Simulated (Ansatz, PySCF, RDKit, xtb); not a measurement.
**Which structure has the formula GaSiH3F+?**

Given the formula GaSiH3F+ (charge +1) and nothing else, which arrangement of the atoms is the most stable in the gas at 298.15 K, and what are its properties?

Plan: many cheap relaxations first (GFN2-xTB), then density-functional screening, relaxation at PBE0-D3(BJ)/def2-SVP, vibrations and a final energy. The numbers are computed, not measured.

7 further runs of the same task are left out: 7 set aside as unsound or not needed.

## Step 1: Candidates

A program enumerates the bonding patterns with one Lewis structure each (two rings at most, one unusual centre or charged pair), with their diastereomers. O–O, O–halogen and N–halogen bonds and N–N–N chains are not drawn. That gives 4 candidates.

```tsv
label	SMILES	spin
c196	[F][GaH][SiH2+]	singlet
c265	[F][Ga+][SiH3]	singlet
c537	F[SiH+][GaH2]	singlet
c849	F[SiH2][GaH+]	singlet
```

Candidates are built by distance geometry, with a force field where one applies, in up to four conformers (letters a to d). 6 starts with atoms placed at random are added, to find patterns that the rules miss.

Q: Predict the outcome of this search (final energies at CCSD(T)/def2-TZVPP).

| quantity | value |
| --- | --- |
| lowest structure found | F[SiH2][GaH+], singlet, Cs |
| next finalist | [F][Ga+][SiH3], singlet, 6.4 kcal/mol higher in G |
| share at equilibrium, among the finalists | 100.0 % |
| harmonic wavenumbers, lowest and highest (PBE0-D3(BJ)/def2-SVP) | 126 and 2331 cm⁻¹ |
| rotational constants, same geometry | 0.5303, 0.0781, 0.06989 cm⁻¹ |
| HOMO energy (PBE0/def2-TZVPD) | -13.95 eV |
| LUMO energy (PBE0/def2-TZVPD) | -7.97 eV |
| HOMO–LUMO gap (PBE0/def2-TZVPD) | 5.98 eV |
| lowest excitation (TD-B3LYP/def2-SVPD) | 4.50 eV (f = 0.006) |
| strongest of the states computed, same level | 7.34 eV (f = 0.783) |
| lowest triplet excitation, same level, Tamm-Dancoff | 3.84 eV |
| vertical ionisation energy | 16.19 eV |
| vertical recombination energy (electron added) | 6.13 eV |
| vertical triplet less singlet | +3.90 eV |

The lowest structure found is `F[SiH2][GaH+]`. The margin of 6.4 kcal/mol over the next finalist is beyond the usual error of the last level; it says nothing of structures that weren't ranked. r2SCAN-D4/def2-SVP, PBE0-D3(BJ)/def2-SVP, HF/def2-TZVPP and MP2/def2-TZVPP already put its bonding pattern lowest among the structures in one piece; GFN2-xTB and HF/STO-3G favour the singlet [F][Ga+][SiH3]. The search is not exhaustive (a finite list of starts, one conformer a finalist), so a lower isomer can't be ruled out. Patterns outside the rules of the enumeration were met only by chance.
